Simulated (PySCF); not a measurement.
# (F2In-mu-SH)2: geometry, NMR shifts and electronic excitations

Aim: predict the NMR shifts and electronic excitations of (F2In-mu-SH)2.

The runs use PySCF 2.14.0, with density-fitted response routines of our own; the level of theory stands in each step. All values are computed, except where a source is named. Atoms count from 0, in the outputs and in this text.

**1. Starting geometry**

10 atoms, charge 0, multiplicity 1; geometry from: GFN2-xTB. The atoms were then displaced at random by about 0.03 Å, so the start is not that level's minimum.

Bonds of the start (Å): In0–F1 1.95, In0–F2 1.91, In0–S3 2.49, In0–S7 2.67, S3–In4 2.62, S3–H8 1.42, In4–F5 2.01, In4–F6 1.94, In4–S7 2.64, S7–H9 1.30.

**2. Geometry optimisation at PBE0-D3(BJ)/def2-SVP**

Job settings and geometry (Å):

```
{"job": {"xc": "PBE0", "basis": "def2-SVP", "d3": "d3bj", "grid": 1, "maxiter": 40, "shake": 0.03, "kind": "geom"}, "charge": 0, "multiplicity": 1}
In     1.703670    -0.321460     0.232370
F      2.707410    -0.614730    -1.407800
F      2.246470    -0.149080     2.057300
S     -0.258840    -1.793940     0.664720
In    -1.651630     0.224020    -0.252160
F     -2.723650     0.622180     1.400270
F     -2.291930     0.138170    -2.079230
S      0.404710     1.814020    -0.695250
H     -0.453700    -1.284890     1.973260
H      0.442140     1.288950    -1.889090
```

Launch:

```console
> OMP_NUM_THREADS=1 python probes_run.py task.json out
```

The driver reads the jobs from task.json and runs them one after another.

Log:

```text
step   0  E = -1576.20887643  max force = 0.035338
step   1  E = -1576.21753279  max force = 0.011434
step   2  E = -1576.21895616  max force = 0.004526
step   3  E = -1576.21976418  max force = 0.003238
step   4  E = -1576.22027563  max force = 0.002270
step   5  E = -1576.22056842  max force = 0.001533
step   6  E = -1576.22072581  max force = 0.001112
step   7  E = -1576.22082705  max force = 0.001970
step   8  E = -1576.22063436  max force = 0.003600
step   9  E = -1576.22084545  max force = 0.002438
step  10  E = -1576.22105516  max force = 0.000882
step  11  E = -1576.22112934  max force = 0.000559
step  12  E = -1576.22113085  max force = 0.000400
optimisation converged
```

Wall time 3 min (1 thread of AMD EPYC 7R43, shared host); peak memory 0.69 GiB.

Step by step: (the energy doesn't fall at every step)

| step | energy from step 0 (eV) | largest force component (eV/Å) |
| --- | --- | --- |
| 0 | 0.0000 | 1.8172 |
| 1 | -0.2356 | 0.5880 |
| 2 | -0.2743 | 0.2327 |
| 3 | -0.2963 | 0.1665 |
| 4 | -0.3102 | 0.1167 |
| 5 | -0.3182 | 0.0788 |
| 6 | -0.3224 | 0.0572 |
| 7 | -0.3252 | 0.1013 |
| 8 | -0.3199 | 0.1851 |
| 9 | -0.3257 | 0.1254 |
| 10 | -0.3314 | 0.0454 |
| 11 | -0.3334 | 0.0287 |
| 12 | -0.3335 | 0.0206 |

Distances of close pairs at the start and the end, largest changes first:

| bond | before (Å) | after (Å) | change (Å) |
| --- | --- | --- | --- |
| In0–S7 | 2.666 | 2.573 | -0.093 |
| In0–S3 | 2.491 | 2.572 | +0.081 |
| In4–S7 | 2.637 | 2.572 | -0.065 |
| S3–H8 | 1.418 | 1.356 | -0.061 |
| In4–F5 | 2.010 | 1.949 | -0.060 |
| S7–H9 | 1.305 | 1.356 | +0.052 |
| S3–In4 | 2.618 | 2.572 | -0.045 |
| In0–F2 | 1.912 | 1.948 | +0.037 |

The end geometry stands in the next job.

| at the end point | value |
| --- | --- |
| rotational constants (GHz, main isotopes) | 1.083, 0.349, 0.341 |
| dipole moment (D) | 0.06 |

**3. Nuclear shieldings: PBE0/def2-TZVP+pcSseg-1**

Job settings and geometry (Å):

```
{"job": {"kind": "nmr", "xc": "PBE0", "basis": {"default": "pcSseg-1", "In": "def2-TZVP"}}, "charge": 0, "multiplicity": 1}
In     1.755262    -0.062443     0.121031
F      2.753879    -0.319121    -1.532711
F      2.545754     0.108629     1.893517
S     -0.069428    -1.865173     0.311387
In    -1.727574     0.054133    -0.117820
F     -2.705680     0.305076     1.549495
F     -2.552964    -0.121900    -1.873886
S      0.097996     1.853547    -0.329929
H     -0.163594    -1.736546     1.658447
H      0.190999     1.707036    -1.675140
```

Method: GIAO PBE0/pcSseg-1 In:def2-TZVP NMR shielding, scalar relativity only through core potentials, gas phase.

Log:

```text
coarse grid: 54952 points
cycle   1  E = -1574.9704444963  dE = -6.383e+01  |g| = 2.918e+00  |ddm| = 6.506e+01
cycle   2  E = -1573.8277170742  dE =  1.143e+00  |g| = 4.210e+00  |ddm| = 1.072e+01
cycle   3  E = -1576.7499337098  dE = -2.922e+00  |g| = 1.887e-01  |ddm| = 4.692e+00
cycle   4  E = -1576.7555460478  dE = -5.612e-03  |g| = 1.223e-01  |ddm| = 3.511e-01
cycle   5  E = -1576.7584114823  dE = -2.865e-03  |g| = 4.063e-02  |ddm| = 1.456e-01
cycle   6  E = -1576.7586413327  dE = -2.299e-04  |g| = 9.990e-03  |ddm| = 3.295e-02
cycle   7  E = -1576.7586605253  dE = -1.919e-05  |g| = 1.400e-03  |ddm| = 1.140e-02
cycle   8  E = -1576.7586609102  dE = -3.848e-07  |g| = 3.442e-04  |ddm| = 1.611e-03
final grid: 108744 points
cycle   9  E = -1576.7584056009  dE = -8.792e-07  |g| = 4.328e-04  |ddm| = 2.279e-03
cycle  10  E = -1576.7584055728  dE =  2.802e-08  |g| = 6.197e-04  |ddm| = 8.256e-04
cycle  11  E = -1576.7584056362  dE = -6.332e-08  |g| = 1.104e-04  |ddm| = 4.812e-04
cycle  12  E = -1576.7584056382  dE = -2.080e-09  |g| = 1.794e-05  |ddm| = 1.034e-04
cycle  13  E = -1576.7584056383  dE = -6.094e-11  |g| = 8.460e-06  |ddm| = 3.168e-05
converged SCF energy = -1576.7584056383

GIAO shielding tensors (ppm)
atom      isotropic    diamagn.    paramagn.     s11        s22        s33       span
  0 In         nan         nan         nan        nan        nan        nan        nan
  1 F      354.252     473.137    -118.885    298.925    331.167    432.662    133.737
  2 F      355.446     473.074    -117.628    299.806    333.179    433.352    133.545
  3 S      634.791    1056.958    -422.167    456.926    694.765    752.683    295.757
  4 In         nan         nan         nan        nan        nan        nan        nan
  5 F      354.422     473.205    -118.783    298.615    331.840    432.809    134.194
  6 F      355.724     473.041    -117.317    300.701    332.831    433.641    132.941
  7 S      634.618    1056.934    -422.316    457.057    695.019    751.779    294.721
  8 H       28.724      28.447       0.277     23.313     24.511     38.346     15.033
  9 H       28.747      28.444       0.303     23.365     24.546     38.331     14.966
```

Run time: 45 s. Hardware: 1 thread of AMD EPYC 7R43, shared host; peak memory 1.2 GiB.

The references, computed at this level on geometries of the same kind, shield at (ppm): 1H TMS 31.27, 19F CFCl3 177.2, 33S CS2 496. Their shielding less the atom's gives the shift. The references are single molecules in the gas phase, so shifts against H2O, NH3, PH3, H3PO4 or CFCl3 are not on the usual liquid scales and can be off by tens of ppm. Atoms listed in one row are averaged.

| atoms | environment | σ (ppm) | δ (ppm) |
| --- | --- | --- | --- |
| H8, H9 | hydrogen on a sulfur bonded to 2 In | 28.74 | 2.53 |
| F1, F2, F5, F6 | fluorine bonded to In | 355.0 | -177.7 |
| S3, S7 | sulfur bonded to 2 In, H | 635 | -139 |

Atoms past Kr carry core potentials, so their printed shieldings have no meaning and are left out of the table.

The run also stored atomic charges by several schemes (e):

| atoms | Mulliken | ESP fit |
| --- | --- | --- |
| In0, In4 | 0.89 | 1.02 |
| F1, F2, F5, F6 | -0.44 | -0.45 |
| S3, S7 | -0.23 | -0.31 |

Mayer bond orders: In0–F1 0.91, In0–F2 0.91, In0–S3 0.65, In0–S7 0.65, S3–In4 0.65, In4–F5 0.91, In4–F6 0.91, In4–S7 0.65.

With diffuse functions Mulliken charges and Mayer bond orders lose their meaning; the other schemes are steadier.

Orbitals, density, ELF and potential are computed afterwards from the orbital file.

Frontier orbitals at PBE0/def2-TZVP+pcSseg-1, with the share of their density that lies nearest to each atom:

| orbital | energy (eV) | lies on |
| --- | --- | --- |
| HOMO | -9.45 | S3, S7 about 40 % each |
| LUMO | -2.97 | In0, In4 about 20 % each; S3, S7 about 12 % each; 4 F atoms about 8 % each |

ELF in a plane through or near 3 of the atoms.

Ten even steps from ' ' (0.00) to '@' (0.89):
```
                                                        
                                                        
                                                        
                                                        
                                                        
        ..--++**++--                ::++++++--..        
      ..==**@@@@@@**..            ..++%%@@@@##==..      
      ::**@@##**@@##::            ..**@@**++@@**::      
      ..==##@@%%##--..            ..--##%%@@##++..      
        ::--==--::......::::::::......::==++==::        
                ......==%%%%%%%%--........              
                ....==%%@@==++@@%%==....                
                  --##@@==%%##++@@##::                  
                  ::==**##++**##**==::                  
                  ..::--%%@@@@##--::                    
                      ..++%%%%++..                      
                        ..----..                        
                                                        
                                                        
                                                        
```
The map spans 10.6 Å across and 9.9 Å up, centred on the molecule. Atoms in the plane (x, y in Å): F1 (-2.6, 1.3), S3 (0.0, -1.3), F6 (2.7, 1.3).

On the surface of density 0.002 e/bohr³ the electrostatic potential runs, from the 1st to the 99th percentile, from -1.24 V near F5 to 3.07 V near In0.

**4. TDDFT and polarisability: CAM-B3LYP/def2-SVPD**

Same as in step 3 but for these lines:

```diff
@@ -1,2 +1,2 @@
-{"job": {"kind": "nmr", "xc": "PBE0", "basis": {"default": "pcSseg-1", "In": "def2-TZVP"}}, "charge": 0, "multiplicity": 1}
+{"job": {"kind": "uv", "xc": "CAM-B3LYP", "basis": "def2-SVPD", "ip": true, "nstates": 10}, "charge": 0, "multiplicity": 1}
 In     1.755262    -0.062443     0.121031
```

Level: TDDFT CAM-B3LYP/def2-SVPD, vertical, gas phase, core orbitals frozen in the response.

Log:

```text
coarse grid: 54952 points
cycle   1  E = -1575.1306740134  dE = -4.172e+01  |g| = 2.688e+00  |ddm| = 2.007e+01
cycle   2  E = -1575.4885062090  dE = -3.578e-01  |g| = 2.605e+00  |ddm| = 1.109e+01
cycle   3  E = -1576.7970971068  dE = -1.309e+00  |g| = 2.663e-01  |ddm| = 3.504e+00
cycle   4  E = -1576.7982510640  dE = -1.154e-03  |g| = 2.790e-01  |ddm| = 4.253e-01
cycle   5  E = -1576.8112545870  dE = -1.300e-02  |g| = 2.061e-02  |ddm| = 2.302e-01
cycle   6  E = -1576.8113855466  dE = -1.310e-04  |g| = 6.260e-03  |ddm| = 4.474e-02
cycle   7  E = -1576.8114033603  dE = -1.781e-05  |g| = 1.023e-03  |ddm| = 1.621e-02
cycle   8  E = -1576.8114038848  dE = -5.245e-07  |g| = 4.224e-04  |ddm| = 2.699e-03
final grid: 108744 points
cycle   9  E = -1576.8109071580  dE = -4.957e-07  |g| = 5.233e-04  |ddm| = 2.727e-03
cycle  10  E = -1576.8109071208  dE =  3.718e-08  |g| = 7.346e-04  |ddm| = 9.416e-04
cycle  11  E = -1576.8109072107  dE = -8.994e-08  |g| = 5.833e-05  |ddm| = 5.104e-04
cycle  12  E = -1576.8109072115  dE = -7.685e-10  |g| = 1.505e-05  |ddm| = 8.880e-05
converged SCF energy = -1576.8109072115

Static polarisability (au): isotropic 103.538, principal 88.623 108.368 113.624

Singlet excitations
state   eV       nm        f      main configurations
  1   5.7075    217.2   0.00004   H->L+1 0.92
  2   5.7655    215.0   0.12435   H->L 0.89, H-1->L+1 0.08
  3   5.9670    207.8   0.00001   H-1->L 0.88
  4   6.4884    191.1   0.42178   H-2->L 0.86
  5   6.6953    185.2   0.00017   H-3->L 0.67, H-9->L+1 0.13
  6   6.7562    183.5   0.21507   H-1->L+1 0.61, H-8->L 0.18
  7   6.7786    182.9   0.00003   H-6->L 0.56, H-7->L+1 0.28
  8   6.7821    182.8   0.00054   H-7->L 0.56, H-6->L+1 0.29
  9   6.7984    182.4   0.00119   H-4->L 0.47, H-4->L+1 0.19, H-5->L+1 0.14
 10   6.8041    182.2   0.02187   H-5->L 0.48, H-5->L+1 0.19, H-4->L+1 0.14

Triplet excitations (Tamm-Dancoff, eV): 4.9796 5.2439 5.6548 5.7471
Vertical ionisation energy (delta-SCF) = 11.5089 eV
Vertical electron affinity (delta-SCF) = 1.5555 eV
```

Wall time 4 min (1 thread of AMD EPYC 7R43, shared host); peak memory 1.4 GiB.

The orbitals next to the gap, with their largest atomic shares:

| orbital | eV | atoms |
| --- | --- | --- |
| HOMO−3 | -12.07 | S7 17 %, S3 17 %, F5 14 % |
| HOMO−2 | -11.57 | S7 24 %, S3 21 %, F1 10 % |
| HOMO−1 | -11.39 | S3 32 %, S7 29 %, In0 7 % |
| HOMO | -10.77 | S3 40 %, S7 40 %, In4 5 % |
| LUMO | -2.19 | In0 22 %, In4 22 %, S7 15 % |
| LUMO+1 | -1.72 | S7 21 %, S3 21 %, In4 16 % |
| LUMO+2 | -0.10 | S7 22 %, S3 22 %, In4 13 % |

With each of the 10 states as a Gaussian band of 0.4 eV half-width at 1/e, the curve within the window shown has maxima at 189 nm (ε 24,000) L/(mol cm). Beyond the last state computed it falls off for lack of states. The curve at chosen wavelengths:

| nm | ε (L/mol/cm) |
| --- | --- |
| 175 | 6231 |
| 178 | 10758 |
| 180 | 14202 |
| 183 | 19178 |
| 186 | 22810 |
| 189 | 24168 |
| 191 | 23676 |
| 194 | 21184 |
| 197 | 17460 |
| 199 | 14840 |
| 202 | 11367 |
| 205 | 8851 |
| 208 | 7315 |
| 210 | 6700 |
| 213 | 6111 |
| 216 | 5628 |
| 219 | 5054 |
| 221 | 4590 |
| 224 | 3803 |
| 227 | 2982 |
| 229 | 2460 |
| 232 | 1764 |
| 235 | 1204 |
| 238 | 784 |
| 240 | 575 |
| 243 | 350 |

Leading natural transition orbitals of singlet state 4: the hole lies on S3, S7 about 20 % each; 4 F atoms about 12 % each; the particle on In0, In4 about 19 % each; S3, S7 about 12 % each; 4 F atoms about 8 % each.

Leading natural transition orbitals of singlet state 1: the hole lies on S3, S7 about 39 % each; the particle on In0, In4 about 23 % each; S3, S7 about 14 % each.

Ground-state properties from the same run:

| property | computed |
| --- | --- |
| dipole moment (D) | 0.07 |
| polarisability (Å³) | 15.34 |
| HOMO–LUMO gap (eV) | 8.58 |
| −ε(HOMO) (eV) | 10.77 |

**5. Shielding tensors: KT2/def2-TZVP+pcSseg-1**

Same as in step 4 but for these lines:

```diff
@@ -1,2 +1,2 @@
-{"job": {"kind": "uv", "xc": "CAM-B3LYP", "basis": "def2-SVPD", "ip": true, "nstates": 10}, "charge": 0, "multiplicity": 1}
+{"job": {"kind": "nmr", "xc": "KT2", "basis": {"default": "pcSseg-1", "In": "def2-TZVP"}, "pop": false}, "charge": 0, "multiplicity": 1}
 In     1.755262    -0.062443     0.121031
```

Level: GIAO KT2/pcSseg-1 In:def2-TZVP NMR shielding, scalar relativity only through core potentials, gas phase.

Log:

```text
coarse grid: 54952 points
cycle   1  E = -1588.7167327548  dE = -6.281e+01  |g| = 3.261e+00  |ddm| = 6.307e+01
cycle   2  E = -1573.7121355921  dE =  1.500e+01  |g| = 9.163e+00  |ddm| = 1.725e+01
cycle   3  E = -1590.9750918733  dE = -1.726e+01  |g| = 6.008e-01  |ddm| = 1.256e+01
cycle   4  E = -1591.0181106592  dE = -4.302e-02  |g| = 3.882e-01  |ddm| = 1.059e+00
cycle   5  E = -1591.0471711020  dE = -2.906e-02  |g| = 7.459e-02  |ddm| = 4.888e-01
cycle   6  E = -1591.0475871685  dE = -4.161e-04  |g| = 7.625e-02  |ddm| = 1.345e-01
cycle   7  E = -1591.0485713684  dE = -9.842e-04  |g| = 1.106e-02  |ddm| = 6.205e-02
cycle   8  E = -1591.0486024279  dE = -3.106e-05  |g| = 3.873e-03  |ddm| = 2.033e-02
cycle   9  E = -1591.0486063275  dE = -3.900e-06  |g| = 1.586e-03  |ddm| = 5.629e-03
final grid: 108744 points
cycle  10  E = -1591.0480265887  dE =  9.362e-07  |g| = 4.644e-03  |ddm| = 6.698e-03
cycle  11  E = -1591.0480036740  dE =  2.291e-05  |g| = 1.230e-02  |ddm| = 1.508e-02
cycle  12  E = -1591.0480304586  dE = -2.678e-05  |g| = 3.576e-04  |ddm| = 1.082e-02
cycle  13  E = -1591.0480304918  dE = -3.326e-08  |g| = 1.339e-04  |ddm| = 5.638e-04
cycle  14  E = -1591.0480304945  dE = -2.623e-09  |g| = 5.966e-05  |ddm| = 1.502e-04
cycle  15  E = -1591.0480304951  dE = -6.580e-10  |g| = 1.419e-05  |ddm| = 6.218e-05
converged SCF energy = -1591.0480304951

GIAO shielding tensors (ppm)
atom      isotropic    diamagn.    paramagn.     s11        s22        s33       span
  0 In         nan         nan         nan        nan        nan        nan        nan
  1 F      301.327     474.486    -173.159    227.164    261.173    415.645    188.481
  2 F      302.600     474.425    -171.825    227.804    263.484    416.512    188.708
  3 S      597.978    1059.158    -461.180    390.543    677.334    726.058    335.516
  4 In         nan         nan         nan        nan        nan        nan        nan
  5 F      301.542     474.556    -173.015    226.696    262.074    415.855    189.160
  6 F      302.935     474.389    -171.454    228.933    263.037    416.837    187.904
  7 S      597.839    1059.136    -461.297    390.289    677.620    725.606    335.317
  8 H       28.429      28.620      -0.191     23.349     24.751     37.189     13.839
  9 H       28.452      28.618      -0.166     23.402     24.783     37.170     13.767
```

Wall time 52 s (1 thread of AMD EPYC 7R43, shared host); peak memory 1.1 GiB.

Key values: δ F1 -163.5, S3 -79, H8 2.74 ppm (means over like atoms).

**6. Run by run: NMR shifts**

Shifts (ppm), means over like atoms, with basis size and wall time:

| run | H8 | F1 | S3 | functions | time |
| --- | --- | --- | --- | --- | --- |
| PBE0/def2-TZVP+pcSseg-1 | 2.53 | -177.7 | -139 | 226 | 45 s |
| KT2/def2-TZVP+pcSseg-1 | 2.74 | -163.5 | -79 | 226 | 52 s |

**7. Outcome**

| quantity | value |
| --- | --- |
| rotational constants (main isotopes) | 1.08, 0.35, 0.34 GHz |
| 1H shifts against TMS (PBE0/def2-TZVP+pcSseg-1, means over atoms taken as alike) | 2.53 ppm |
| 19F shifts against CFCl3 (PBE0/def2-TZVP+pcSseg-1, means over atoms taken as alike) | -177.7 ppm |
| 33S shifts against CS2 (PBE0/def2-TZVP+pcSseg-1, means over atoms taken as alike) | -139 ppm |
| surface potential, 1st and 99th percentile | -1.24 V and 3.07 V |
| lowest singlet (CAM-B3LYP/def2-SVPD) | 5.71 eV (217 nm), f = 0.000 |
| brightest single state of those computed | state 4, 6.49 eV, f = 0.422 |
| lowest triplet | 4.98 eV |
| vertical ionisation energy (ΔSCF) | 11.51 eV |
| vertical electron affinity (ΔSCF) | 1.56 eV |
| range of the shift of S3 | -139 to -79 ppm |

**Reading.** The start was shaken at random, so part of the energy gained undoes that. The optimisation took 12 steps and gained 0.333 eV; among the close pairs (by a distance rule), In0–S7 changed most, from 2.666 to 2.573 Å. No frequency check was run at this level, so the end point may be a saddle. At PBE0/def2-TZVP+pcSseg-1: The widest tensor belongs to S3, S7: span 295 ppm, with a paramagnetic part of -422 ppm. At PBE0/def2-TZVP+pcSseg-1, counted by nearest atom on the grid, the HOMO lies on S3, S7 about 40 % each, the LUMO on In0, In4 about 20 % each; S3, S7 about 12 % each. The first singlet state (HOMO→LUMO+1 0.92) lies at 5.71 eV and is dark; of the 10 states computed, the strongest absorption comes from state 4 at 6.49 eV. The lowest triplet lies 0.73 eV below the lowest singlet (triplets in Tamm-Dancoff, singlets in full TDDFT). Spin-orbit coupling, left out, mixes singlets and triplets in elements this heavy. The orbital energy would give 10.77 eV for ionisation, ΔSCF gives 11.51 eV. In ppm, S3 (with its like atoms) moves most: its shift spreads over 60 ppm, from -139 (PBE0/def2-TZVP+pcSseg-1) to -79 (KT2/def2-TZVP+pcSseg-1). Part of that comes from the computed reference. Spin-orbit coupling is left out, which matters for shieldings and couplings at and beside the heavy atoms.
